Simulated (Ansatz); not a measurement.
# Ta2F: the cost of one run

Computed with Ansatz 0.2.0 (DFT PBE, scalar-relativistic, plane waves, PAW, unless a step names another level, unless a step's input says otherwise).

4 further runs of the same task are left out: 2 that didn't finish, 2 set aside as unsound or not needed.

## (1) The starting structure

The structure is trigonal, space group P-3m1 (No. 164). The conventional cell has a = 2.939 Å, b = 2.939 Å, c = 13.682 Å, α = 90.00°, β = 90.00°, γ = 120.00°. Ta (site symmetry 3m) is surrounded by 3 F at 2.23 Å. Around Ta (site symmetry 3m) lie 12 Ta at 2.94 to 3.03 Å. Around F (site symmetry 3m) lie 3 Ta at 2.23 Å.

As a file:

```xyz
6
Lattice="2.9389 0.0000 0.0000 -1.4694 2.5451 0.0000 0.0000 0.0000 13.6824" Properties=species:S:1:pos:R:3 pbc="T T T"
Ta    0.0000    0.0000    3.7629
Ta    0.0000    0.0000    9.9195
Ta    0.0000    1.6968    1.2499
Ta    1.4694    0.8484   12.4325
F     1.4694    0.8484    5.2029
F     0.0000    1.6968    8.4795
```

It came out lowest among 29 distinct ends of the trial cells. At a tolerance of 0.05 Å it has space group P-3m1 (No. 164).

## (2) Relaxing to 0.001 eV/Å, on the response runs' mesh and smearing

File input.yaml:

```yaml
crystal:
  lattice:
    - [2.9388658245, 0.0, 0.0]
    - [-1.4694329122, 2.5451324623, 0.0]
    - [0.0, 0.0, 13.6824010573]
  atoms:
    - { symbol: Ta, position: [0.0, 0.0, 0.2750174602] }
    - { symbol: Ta, position: [0.0, 0.0, 0.7249825398] }
    - { symbol: Ta, position: [0.3333333333, 0.6666666667, 0.0913541326] }
    - { symbol: Ta, position: [0.6666666667, 0.3333333333, 0.9086458674] }
    - { symbol: F, position: [0.6666666667, 0.3333333333, 0.3802603342] }
    - { symbol: F, position: [0.3333333333, 0.6666666667, 0.6197396658] }
basis:
  ecutwfc: 420
kpoints:
  mp_grid: { grid: [12, 12, 4] }
hamiltonian:
  xc: pbe
scf:
  occupations: { method: gaussian, width: 0.1 }
output:
  forces: true
  stress: true
  eigenvalues: true
  write_density: true
  write_potential: true
  elf: true
  volumetric_format: npy
relax:
  adjacent_minimum: "off"
  f_tol: 0.001
  max_steps: 60
  cell: { stress_tol: 0.01 }
```

Run with:

```
> ansatz run input.yaml --threads 3 --pin off --max-ram 7680MiB --backend cpu --events-out ev --progress --plain --runs-dir out
```

**Question.** How long does this run take on 3 threads of Intel Xeon 6975P-C (Granite Rapids), shared host, and how much memory does it need?

About 6.3 s, with a peak of 0.56 GiB.
